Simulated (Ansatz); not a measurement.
# Zr2+ (quartet): the correlation ladder, def2-TZVPP

An exercise on one series of results from a longer session: the logs are not shown, and one member is left open.

Computed with Ansatz 0.2.0, Gaussian basis. Level: def2-TZVPP, core rule «outside noble gas», up to 8 orbitals frozen.

Plan: UHF; CCSD(T) on ROHF; CCSD(T) on UHF; CCSDT(Q) on ROHF; CCSDT(Q) on UHF; CASSCF and MRCISD+Q, 7 electrons in 12 orbitals; CASSCF and NEVPT2, 7 electrons in 12 orbitals.

4 further runs of the same task are left out: 1 for a known fault of the program, 3 set aside as unsound or not needed.

## The system

The geometry is a PBE0/def2-TZVP stationary point (not a proven minimum) of the parent state, kept for this charge and spin. No spin-orbit coupling is included. Elements past krypton take def2 core potentials.

2 atoms, charge 1, spin multiplicity 4.

Atoms are counted from 1 here; the program's logs count them from 0.

Bond lengths: Zr1–Zr2 2.388 Å.

The first run:

in.yaml reads:

```yaml
crystal:
  periodic: [false, false, false]
  atoms:
    - {symbol: Zr, position_ang: [0.000000, 0.000000, 0.000000]}
    - {symbol: Zr, position_ang: [0.000000, 0.000000, 2.387600]}
basis:
  gaussian: {orbitals: def2-TZVPP}
total_charge: 1
magnetization: {spin_polarized: true, initial_magnetization: 3}
hamiltonian: {xc: hf}
output: {orbitals: {seedname: orbitals}}
```

Run with:

```bash
ansatz run in.yaml --threads 1 --pin off --events-out ev --progress --plain --max-ram 2816MiB --backend cpu
```

Steps of the session up to this table: UHF; CCSD(T) on ROHF; CCSD(T) on UHF; CCSDT(Q) on ROHF; CCSDT(Q) on UHF; CASSCF and MRCISD+Q, 7 electrons in 12 orbitals; CASSCF and NEVPT2, 7 electrons in 12 orbitals.

One of the session's tables, all rows but one given; the rest of the session is left out.

| method | from RCCSDT(Q) (kcal/mol) |
| --- | --- |
| RMP2 | -5.85 |
| UMP2 | -5.63 |
| RCCSD | +18.37 |
| UCCSD | +16.60 |
| RCCSD(T) | +3.24 |
| UCCSD(T) | ? |
| RCCSDT | +3.89 |
| UCCSDT | +2.29 |
| RCCSDT(Q) | 0 |
| UCCSDT(Q) | -1.60 |
| CASSCF valence | +60.33 |
| NEVPT2 valence | +17.39 |
| MRCISD valence | +5.29 |
| MRCISD+Q valence | +0.87 |

Q: Estimate the row for UCCSD(T) from the others.

The run gave: from RCCSDT(Q) (kcal/mol): +1.77. In the column «from RCCSDT(Q) (kcal/mol)» it lies between MRCISD+Q valence (+0.87) and UCCSDT (+2.29).

Among the levels timed on like hardware and quicker than the yardstick, those that no quicker one beats, quickest first: RCCSD(T) (48 s, +3.24 kcal/mol).

Left out of the table: ROHF, UHF (another determinant or state than the rows shown).

Caveats from the session: The determinant is far from a pure spin state, so its energy mixes those of several spin states (harmless only where they are near-degenerate, as at dissociation). The report flags that the cluster equations may have other roots. The program flags RCCSD(T), UCCSD(T), RCCSDT(Q), UCCSDT(Q) as in doubt, so the zero of the table is itself unsure. Warnings: spin contamination; coupled cluster took another determinant than the lowest; large T1 diagnostic. Restricted and unrestricted rows rest on different reference determinants; where their highest levels disagree by more than a few hundredths of an eV, they describe different states and don't form one ladder. Warnings in the runs' records: other roots, large difference.
